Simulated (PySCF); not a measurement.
# C₅H₈NPSi: electronic excitations

What electronic excitations should C₅H₈NPSi (`Cc1ccpc([SiH3])n1`) show?

Programs: PySCF 2.14.0, with density-fitted response routines of our own. Each step states its level of theory. These are calculated values for one molecule in the gas phase, unless marked as measured. Atoms are numbered from 0 throughout.

**1. The starting structure**

16 atoms, charge 0, multiplicity 1; geometry from: GFN2-xTB.

Bonds of the start (Å): C0–C1 1.50, C1–C2 1.39, C2–C3 1.38, C3–P4 1.74, P4–C5 1.76, C5–Si6 1.90, C5–N7 1.32, N7–C1 1.32, C0–H8 1.09, C0–H9 1.09, C0–H10 1.09, C2–H11 1.08, C3–H12 1.08, Si6–H13 1.46, Si6–H14 1.47, Si6–H15 1.47.

**2. Ultraviolet spectrum: PBE0/def2-SVPD**

The job: settings as JSON, then the geometry in Å.

```
{"job": {"kind": "uv", "xc": "PBE0", "basis": "def2-SVPD", "nstates": 8, "ntriplets": 3}, "charge": 0, "multiplicity": 1}
C     -1.314293     2.041167     0.354932
C     -0.858774     0.640801     0.077567
C     -1.793100    -0.353249    -0.213782
C     -1.432004    -1.655306    -0.476571
P      0.207242    -2.232138    -0.482264
C      1.025591    -0.725696    -0.085124
Si     2.920514    -0.705175     0.061160
N      0.447592     0.436516     0.129948
H     -1.853582     2.440355    -0.503079
H     -1.984235     2.059082     1.213673
H     -0.452123     2.668954     0.559361
H     -2.840651    -0.080663    -0.230809
H     -2.209914    -2.378886    -0.695623
H      3.333183     0.654448     0.390778
H      3.311621    -1.655755     1.106337
H      3.485334    -1.145510    -1.217914
```

Level: TDDFT PBE0/def2-SVPD, vertical, gas phase, core orbitals frozen in the response.

Started as:

```bash
$ OMP_NUM_THREADS=1 python probes_run.py task.json out
```

This one command runs all jobs of the session in turn.

Output:

```text
coarse grid: 14704 points
cycle   1  E = -879.8690622693  dE =  1.040e+00  |g| = 3.323e-01  |ddm| = 7.853e+00
cycle   2  E = -879.8604885338  dE =  8.574e-03  |g| = 3.908e-01  |ddm| = 2.060e+00
cycle   3  E = -879.8966005914  dE = -3.611e-02  |g| = 1.021e-01  |ddm| = 1.117e+00
cycle   4  E = -879.8989761487  dE = -2.376e-03  |g| = 4.105e-02  |ddm| = 2.852e-01
cycle   5  E = -879.8993905679  dE = -4.144e-04  |g| = 1.513e-02  |ddm| = 1.217e-01
cycle   6  E = -879.8994564230  dE = -6.586e-05  |g| = 3.673e-03  |ddm| = 4.019e-02
cycle   7  E = -879.8994595240  dE = -3.101e-06  |g| = 1.432e-03  |ddm| = 8.735e-03
final grid: 133864 points
cycle   8  E = -880.0056318146  dE = -2.349e-05  |g| = 7.983e-03  |ddm| = 1.490e-01
cycle   9  E = -880.0056003201  dE =  3.149e-05  |g| = 1.288e-02  |ddm| = 4.174e-02
cycle  10  E = -880.0056484070  dE = -4.809e-05  |g| = 2.149e-03  |ddm| = 3.075e-02
cycle  11  E = -880.0056497053  dE = -1.298e-06  |g| = 4.271e-04  |ddm| = 5.080e-03
cycle  12  E = -880.0056497544  dE = -4.911e-08  |g| = 1.238e-04  |ddm| = 1.434e-03
cycle  13  E = -880.0056497582  dE = -3.744e-09  |g| = 4.734e-05  |ddm| = 3.477e-04
cycle  14  E = -880.0056497587  dE = -4.604e-10  |g| = 2.361e-05  |ddm| = 1.192e-04
converged SCF energy = -880.0056497587

Static polarisability (au): isotropic 118.770, principal 77.641 128.993 149.676

Singlet excitations
state   eV       nm        f      main configurations
  1   3.3846    366.3   0.00081   H->L 0.98
  2   3.7161    333.6   0.00224   H->L+1 0.98
  3   4.7221    262.6   0.06581   H-1->L+1 0.80, H-3->L 0.17
  4   4.8761    254.3   0.13881   H-1->L 0.92
  5   5.1802    239.3   0.01336   H-2->L 0.98
  6   5.3912    230.0   0.00029   H-2->L+1 0.99
  7   6.1485    201.6   0.16276   H-3->L 0.55, H->L+2 0.25, H-1->L+1 0.09
  8   6.1595    201.3   0.07444   H->L+2 0.61, H-3->L 0.14, H->L+3 0.14

Triplet excitations (Tamm-Dancoff, eV): 3.0421 3.0956 3.2040
```

It took 57 s on 1 thread of Arm Neoverse V1, shared host; peak memory 0.95 GiB.

Frontier orbitals and where they lie:

```
orbital     eV                       atoms
 HOMO−3  -8.67   C3 29 %, C2 22 %, N7 18 %
 HOMO−2  -8.30   P4 51 %, C3 14 %, C5 12 %
 HOMO−1  -7.18   P4 29 %, C5 19 %, C1 14 %
   HOMO  -6.73   N7 44 %, P4 18 %, C5 13 %
   LUMO  -1.83   P4 34 %, C1 16 %, C5 15 %
 LUMO+1  -1.43   C3 21 %, N7 19 %, C2 17 %
 LUMO+2   0.55  Si6 19 %, C0 11 %, C2 10 %
```

With each of the 8 states as a Gaussian band of 0.4 eV half-width at 1/e, the curve within the window shown has maxima at 256 nm (ε 8,300), 202 nm (ε 9,600) L/(mol cm). Beyond the last state computed it falls off for lack of states. The curve at chosen wavelengths:

```csv
nm,ε (L/mol/cm)
192,5318
202,9596
212,5483
222,1769
232,2286
243,5681
253,8112
263,7586
273,5026
283,2531
293,1037
303,384
313,169
324,117
334,113
344,109
354,99
364,83
374,65
384,49
394,35
405,23
415,16
425,10
435,6
445,4
```

Leading natural transition orbitals of singlet state 7: the hole lies on C3 32 %; N7 22 %; C2 17 %; the particle on P4 39 %; C1 20 %; C3 12 %.

Leading natural transition orbitals of singlet state 1: the hole lies on N7 48 %; P4 17 %; C5 14 %; the particle on P4 36 %; C1, C5 about 18 % each; C2, C3 about 7 % each.

Ground-state properties from the same run:

```csv
property,computed
dipole moment (D),2.42
polarisability (Å³),17.60
HOMO–LUMO gap (eV),4.90
−ε(HOMO) (eV),6.73
```

Orbitals, density, ELF and potential are computed afterwards from the orbital file.

Frontier orbitals at PBE0/def2-SVPD, with the share of their density that lies nearest to each atom:

```csv
orbital,energy (eV),lies on
HOMO,-6.73,N7 46 %; P4 19 %; C5 14 %
LUMO,-1.83,P4 39 %; C1 19 %; C5 14 %
```

ELF in a plane through or near 12 of the atoms.

Ten even steps from ' ' (0.00) to '@' (1.00):
```
                                                        
                                                        
                                                        
                                                        
            ==##**..          **@@@@##                  
        ..##@@@@@@%%          @@@@@@@@..                
        ..%%@@@@@@@@    ==++  ++@@@@##==::              
        ..++@@@@@@##  --@@@@--  ++--##**==..            
        ..::  --..--..--%%**##==%%%%==++--..            
        ::--..==######++##..%%--==**==..                
        ::==--..--@@--@@====::**@@%%==++==..            
          ........--##%%%%::  ==..##%%@@@@@@::          
                  ====....++++##%%++%%@@@@@@::          
              ..++%%..%%**++==@@====..==**--            
              ==%%@@@@--::****##@@%%::                  
              --%%@@@@@@**..==@@@@@@%%                  
                ..++**++..  ..%%@@@@++                  
                                ....                    
                                                        
                                                        
```
The map spans 12.6 Å across and 11.4 Å up, centred on the molecule. Atoms in the plane (x, y in Å): C0 (2.0, 1.4), C1 (1.0, 0.3), C2 (1.5, -1.0), C3 (0.7, -2.1), P4 (-1.0, -2.0), C5 (-1.2, -0.3), Si6 (-3.0, 0.5), N7 (-0.3, 0.6), H10 (1.4, 2.4), H11 (2.6, -1.2), H12 (1.1, -3.1), H13 (-2.8, 1.9).

On the surface of density 0.002 e/bohr³ the electrostatic potential runs, from the 1st to the 99th percentile, from -1.24 V near N7 to 1.13 V near H11.

**3. Results**

```
                                quantity                        value
         lowest singlet (PBE0/def2-SVPD)  3.38 eV (366 nm), f = 0.001
brightest single state of those computed  state 7, 6.15 eV, f = 0.163
                          lowest triplet                      3.04 eV
   surface potential, 1st and 99th percentile           -1.24 V and 1.13 V
```

**Reading.** The lowest singlet, at 3.38 eV, is HOMO→LUMO 0.98 and is dark; of the 8 states computed, the strongest absorption comes from states 7 to 8 together at 6.15 eV (the last computed, so partners may be missing). The lowest triplet lies 0.34 eV below the lowest singlet (triplets in Tamm-Dancoff, singlets in full TDDFT). At PBE0/def2-SVPD, counted by nearest atom on the grid, the HOMO lies on N7 46 %; P4 19 %, the LUMO on P4 39 %; C1 19 %.
